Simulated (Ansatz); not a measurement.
NaAl3 under changes of volume

One of the cells (19.050 Å³/atom); the others are scaled copies at fixed shape and fractional positions:

```xyz
4
Lattice="-2.1877 2.1877 3.9802 2.1877 -2.1877 3.9802 2.1877 2.1877 -3.9802" Properties=species:S:1:pos:R:3 pbc="T T T"
Al    0.0000    0.0000    3.9802
Al    2.1877    0.0000    1.9901
Al    0.0000    2.1877    1.9901
Na    0.0000    0.0000    0.0000
```

The cell comes from a database or a generator and needn't be the stable form of this composition.

| Property | Result |
| --- | --- |
| Program | Ansatz 0.2.0 |
| Functional | PBE |
| Potentials or basis | Ansatz PAW |
| Cutoff | 420 eV (not typed: the program's choice for these potentials) |
| k mesh | 9 × 9 × 9 |
| Occupations | fermi-dirac, width 0.05 eV |
| Spin | no spin polarisation |

| volume (Å³/atom) | energy over the lowest point (meV/atom) | pressure (GPa) |
| --- | --- | --- |
| 17.907 | 10.98 | 3.4 |
| 18.288 | 4.56 | 2.1 |
| 18.669 | ? | ? |
| 19.050 | 0.00 | -0.1 |
| 19.431 | 1.28 | -1.0 |
| 19.812 | 4.57 | -1.8 |
| 20.193 | 9.63 | -2.5 |

**Question.** What does the run at 18.669 Å³/atom give?

**Answer.** Energy over the lowest point 1.00 meV/atom; pressure 0.9 GPa.

Worked out: A Birch-Murnaghan fit of order 3 (a polynomial in V^(-2/3)) to the other rows has its minimum at 19.02 Å³/atom with B0 = V·E''(V) = 48 GPa and B' = 4.9 at fixed shape and positions, which overstates the stiffness. It gives 1.00 meV/atom at 18.669 Å³/atom, against the run's 1.00, and -dE/dV = 0.9 GPa, against 0.9.

Energies are extrapolated to zero smearing.
